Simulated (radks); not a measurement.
# The Coulomb parameter U of the 5d shell of W³⁺

An exercise on one series of results from a longer session: the logs are not shown, and one member is left open.

Program: radks (a radial shooting solver on a logarithmic mesh, Libxc functionals) version 1. Level of theory: scalar-relativistic Kohn-Sham, PBEsol, spin-unpolarised, spherical densities, point nucleus. These are calculated values, not measurements, unless marked.

### Starting point

* element: tungsten (Z = 74)
* charge: +3
* electrons: 71
* configuration: [Xe] 4f14 5d2 6s1

The outer shells:

W³⁺
```
[Xe] core
4f [↑↓][↑↓][↑↓][↑↓][↑↓][↑↓][↑↓]
5d [↑ ][↑ ][  ][  ][  ]
6s [↑ ]
```

The first run:

Settings of this run:

```text
Z 74
configuration [Xe] 4f14 5d2 6s1
relativity scalar-relativistic
functional pbe_sol,pbe_sol
spin unpolarised
nucleus point
c 137.035999084
```

Among the steps run: Start: [Xe] 4f14 5d2 6s1.

One of the session's tables, all rows but one given; the rest of the session is left out.

It belongs to the step «Start: [Xe] 4f14 5d2 6s1». From the orbitals of this run (lengths in bohr):

| level | <r> | outermost maximum (interpolated) | 90 % within | nodes |
| --- | --- | --- | --- | --- |
| 4s | 0.4496 | 0.421 | 0.646 | 3 |
| 4p | 0.4781 | 0.441 | 0.695 | 2 |
| 4d | 0.5115 | 0.452 | 0.767 | 1 |
| 5s | 1.060 | 0.961 | 1.52 | 4 |
| 5p | 1.227 | 1.09 | 1.78 | 3 |
| 4f | ? | ? | ? | ? |
| 5d | 1.711 | 1.41 | 2.59 | 2 |
| 6s | 2.550 | 2.33 | 3.63 | 5 |

**Question.** Estimate the row for 4f.

As computed: <r>: 0.6054; outermost maximum (interpolated): 0.428; 90 % within: 1.00; nodes: 0. In the column «<r>» it lies between 4d (0.5115) and 5s (1.060).
